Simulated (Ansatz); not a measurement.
# TiTeAs: the cost of one run

Program: Ansatz 0.2.0. Level of theory: DFT PBEsol, scalar-relativistic, plane waves, PAW. These are calculated values, not measurements.

### 1 The starting structure

Symmetry: Immm, No. 71, orthorhombic system. Conventional cell: a = 3.573 Å, b = 5.249 Å, c = 12.794 Å, α = 90.00°, β = 90.00°, γ = 90.00°. Ti (site symmetry mm2) is surrounded by 4 As at 2.70 Å and 4 Te at 2.84 to 2.87 Å and 1 Ti at 3.03 Å. Te (site symmetry mm2) is surrounded by 4 Ti at 2.84 to 2.87 Å. Around As (site symmetry m2m) lie 2 As at 2.55 to 2.70 Å and 4 Ti at 2.70 Å.

As a file:

```
Ti Te As
1.0
    -1.78650    2.62455    6.39700
     1.78650   -2.62455    6.39700
     1.78650    2.62455   -6.39700
Ti Te As
2 2 2
Direct
  0.11847 0.61847 0.50000
  0.88153 0.38153 0.50000
  0.29073 0.29073 0.00000
  0.70927 0.70927 0.00000
  0.25672 0.00000 0.25672
  0.74328 0.00000 0.74328
```

The structure comes from the Crystallography Open Database.

(A quick probe on a coarse mesh, which set the mesh and smearing, is not shown.)

### 3 Full relaxation

Input file input.yaml:

```yaml
crystal:
  lattice:
    - [-1.7865, 2.62455, 6.397]
    - [1.7865, -2.62455, 6.397]
    - [1.7865, 2.62455, -6.397]
  atoms:
    - { symbol: Ti, position: [0.11847, 0.61847, 0.5] }
    - { symbol: Ti, position: [0.88153, 0.38153, 0.5] }
    - { symbol: Te, position: [0.29073, 0.29073, 0.0] }
    - { symbol: Te, position: [0.70927, 0.70927, 0.0] }
    - { symbol: As, position: [0.25672, 0.0, 0.25672] }
    - { symbol: As, position: [0.74328, 0.0, 0.74328] }
basis:
  ecutwfc: 420
kpoints:
  mp_grid: { grid: [12, 12, 12] }
hamiltonian:
  xc: pbesol
scf:
  occupations: { method: gaussian, width: 0.1 }
output:
  forces: true
  stress: true
  eigenvalues: true
relax:
  adjacent_minimum: "off"
  f_tol: 0.005
  max_steps: 80
  cell: { stress_tol: 0.05 }
```

Q: Estimate wall time and peak memory on 1 thread of an x86-64 CPU, shared host.

About 6.7 min, with a peak of 1.3 GiB.
